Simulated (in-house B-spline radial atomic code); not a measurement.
**Al³⁺: excited configurations**

How much energy does it take to promote electrons of Al³⁺ to other shells? Each configuration is solved by itself and compared with the reference.

Method: non-relativistic RPBE, spin-polarised, spherical fractional occupations, point nucleus, basis-set limit. Code: in-house B-spline radial atomic code version 1.

## Step 1: Starting point

* element: aluminium (Z = 13)
* charge: +3
* electrons: 10
* configuration: [He] 2s2 2p6
* Hamiltonian: non-relativistic
* nucleus: point

The outer shells:

[He] 2s2 2p6
```
[He] core
2s [↑↓]
2p [↑↓][↑↓][↑↓]
```

Where spins are not typed, each open shell is filled with up spins first.

Input settings:

```ini
Z = 13
electrons = 10.0
configuration = [He] 2s2 2p6
hamiltonian = nr
method = rpbe,pbe
spin_polarised = True
```

The reference is known from an earlier run: -240.384063 hartree in all. Up to eight levels, counted from the top:

```tsv
orbital	occupation	energy (eV)	<r> (bohr)
1s down	1	-1543.77	0.1204
1s up	1	-1543.77	0.1204
2s down	1	-142.27	0.6242
2s up	1	-142.27	0.6242
2p down	3	-104.07	0.5979
2p up	3	-104.07	0.5979
```

## Step 2: [He] 2s1 2p6 3p1

Input settings:

```ini
Z = 13
electrons = 10.0
configuration = [He] 2s1 2p6 3p1
hamiltonian = nr
method = rpbe,pbe
spin_polarised = True
```

Main fields of the result record, rounded:

```text
{
  "status": "converged",
  "iterations": 9,
  "energy [hartree]": {"total": -235.910200894, "kinetic": 235.60193359, "nuclear": -545.801733356, "coulomb": 91.2340251368, "xc": -16.9444262653},
  "orbitals [hartree, bohr; first row names the columns]": [
    ["name", "occ", "eps", "<r>"],
    ["1s up", 1.0, -57.700003, 0.12036],
    ["1s down", 1.0, -57.64, 0.1204],
    ["2s up", 1.0, -5.9512463, 0.6072],
    ["2p up", 3.0, -4.56284, 0.57165],
    ["2p down", 3.0, -4.4442107, 0.57411],
    ["3p up", 1.0, -1.1510363, 2.1027]
  ],
  "sum_r [bohr^k]": {"-1": 41.98475, "1": 6.387952, "2": 8.025589},
  "energy_minus_base [hartree]": 4.47386257
}
```

It took 0.04 s on 1 thread, shared host.

energy_minus_base is the energy less that of the reference run.

## Step 3: 1s2 2s2 2p2,3 3p0,1

In configurations, two counts after a shell (as in p1,2) give the electrons with spin up and with spin down.

Input settings:

```ini
Z = 13
electrons = 10.0
configuration = 1s2 2s2 2p2,3 3p0,1
hamiltonian = nr
method = rpbe,pbe
spin_polarised = True
```

Main fields:

```text
{
  "status": "converged",
  "iterations": 9,
  "energy [hartree]": {"total": -237.28929643, "kinetic": 236.979612493, "nuclear": -548.092061628, "coulomb": 90.8156331389, "xc": -16.9924804342},
  "orbitals [hartree, bohr; first row names the columns]": [
    ["name", "occ", "eps", "<r>"],
    ["1s up", 1.0, -57.729159, 0.12033],
    ["1s down", 1.0, -57.784354, 0.12046],
    ["2s up", 1.0, -5.856913, 0.60825],
    ["2s down", 1.0, -5.9726154, 0.60523],
    ["2p up", 2.0, -4.4756118, 0.57236],
    ["2p down", 3.0, -4.6049528, 0.56729],
    ["3p down", 1.0, -1.1540037, 2.097]
  ],
  "sum_r [bohr^k]": {"-1": 42.16093, "1": 6.397846, "2": 7.997745},
  "energy_minus_base [hartree]": 3.09476703
}
```

It took 0.04 s on 1 thread, shared host.

## Step 4: Configuration 1s2 2s1,0 2p6 3p1,0

Input settings:

```ini
Z = 13
electrons = 10.0
configuration = 1s2 2s1,0 2p6 3p1,0
hamiltonian = nr
method = rpbe,pbe
spin_polarised = True
```

Main fields:

```text
{
  "status": "converged",
  "iterations": 9,
  "energy [hartree]": {"total": -235.910200894, "kinetic": 235.60193359, "nuclear": -545.801733356, "coulomb": 91.2340251368, "xc": -16.9444262653},
  "orbitals [hartree, bohr; first row names the columns]": [
    ["name", "occ", "eps", "<r>"],
    ["1s up", 1.0, -57.700003, 0.12036],
    ["1s down", 1.0, -57.64, 0.1204],
    ["2s up", 1.0, -5.9512463, 0.6072],
    ["2p up", 3.0, -4.56284, 0.57165],
    ["2p down", 3.0, -4.4442107, 0.57411],
    ["3p up", 1.0, -1.1510363, 2.1027]
  ],
  "sum_r [bohr^k]": {"-1": 41.98475, "1": 6.387952, "2": 8.025589},
  "energy_minus_base [hartree]": 4.47386257
}
```

Wall time 0.04 s (1 thread, shared host).

## Step 5: Run with 1s2 2s0,1 2p6 3d0,1

Input settings:

```ini
Z = 13
electrons = 10.0
configuration = 1s2 2s0,1 2p6 3d0,1
hamiltonian = nr
method = rpbe,pbe
spin_polarised = True
```

Main fields:

```text
{
  "status": "converged",
  "iterations": 9,
  "energy [hartree]": {"total": -235.541005015, "kinetic": 235.233931836, "nuclear": -544.439363108, "coulomb": 90.5441139202, "xc": -16.879687663},
  "orbitals [hartree, bohr; first row names the columns]": [
    ["name", "occ", "eps", "<r>"],
    ["1s up", 1.0, -57.744582, 0.12039],
    ["1s down", 1.0, -57.798993, 0.12035],
    ["2s down", 1.0, -6.0120719, 0.60649],
    ["2p up", 3.0, -4.5108786, 0.57204],
    ["2p down", 3.0, -4.6252512, 0.57038],
    ["3d down", 1.0, -0.79891557, 2.4046]
  ],
  "sum_r [bohr^k]": {"-1": 41.87995, "1": 6.679155, "2": 9.659485},
  "energy_minus_base [hartree]": 4.84305845
}
```

It took 0.05 s on 1 thread, shared host.

## Step 6: Configuration 1s2 2s2 2p3,2 3s0,1

Input settings:

```ini
Z = 13
electrons = 10.0
configuration = 1s2 2s2 2p3,2 3s0,1
hamiltonian = nr
method = rpbe,pbe
spin_polarised = True
```

Main fields:

```text
{
  "status": "converged",
  "iterations": 9,
  "energy [hartree]": {"total": -237.564404984, "kinetic": 237.25264627, "nuclear": -548.959238937, "coulomb": 91.1597143906, "xc": -17.0175267072},
  "orbitals [hartree, bohr; first row names the columns]": [
    ["name", "occ", "eps", "<r>"],
    ["1s up", 1.0, -57.743257, 0.12046],
    ["1s down", 1.0, -57.699533, 0.12034],
    ["2s up", 1.0, -5.9267102, 0.60499],
    ["2s down", 1.0, -5.8324589, 0.60881],
    ["2p up", 3.0, -4.5589073, 0.56698],
    ["2p down", 2.0, -4.4525363, 0.57327],
    ["3s down", 1.0, -1.4178038, 1.9291]
  ],
  "sum_r [bohr^k]": {"-1": 42.22763, "1": 6.231171, "2": 7.182943},
  "energy_minus_base [hartree]": 2.81965848
}
```

Wall time 0.04 s (1 thread, shared host).

## Step 7: All configurations in order

| net move | configuration | 2|M_S|+1 | energy above the reference (eV) | largest <r> (bohr) |
| --- | --- | --- | --- | --- |
| 2p → 3s, spins typed | 1s2 2s2 2p3,2 3s0,1 | 1 | 76.727 | 1.93 |
| 2p → 3p, spins typed | 1s2 2s2 2p2,3 3p0,1 | 3 | 84.213 | 2.10 |
| 2s → 3p | [He] 2s1 2p6 3p1 | 3 | 121.74 | 2.10 |
| 2s → 3p, spins typed | 1s2 2s1,0 2p6 3p1,0 | 3 | 121.74 | 2.10 |
| 2s → 3d, spins typed | 1s2 2s0,1 2p6 3d0,1 | 3 | 131.79 | 2.40 |

What this shows: The lowest of them is 2p → 3s, spins typed at 76.727 eV and the highest 2s → 3d, spins typed at 131.79 eV. The reference has 2|M_S|+1 = 1; 4 of the configurations differ from it in spin. These are spherical averages at the typed spins, not spectroscopic levels.
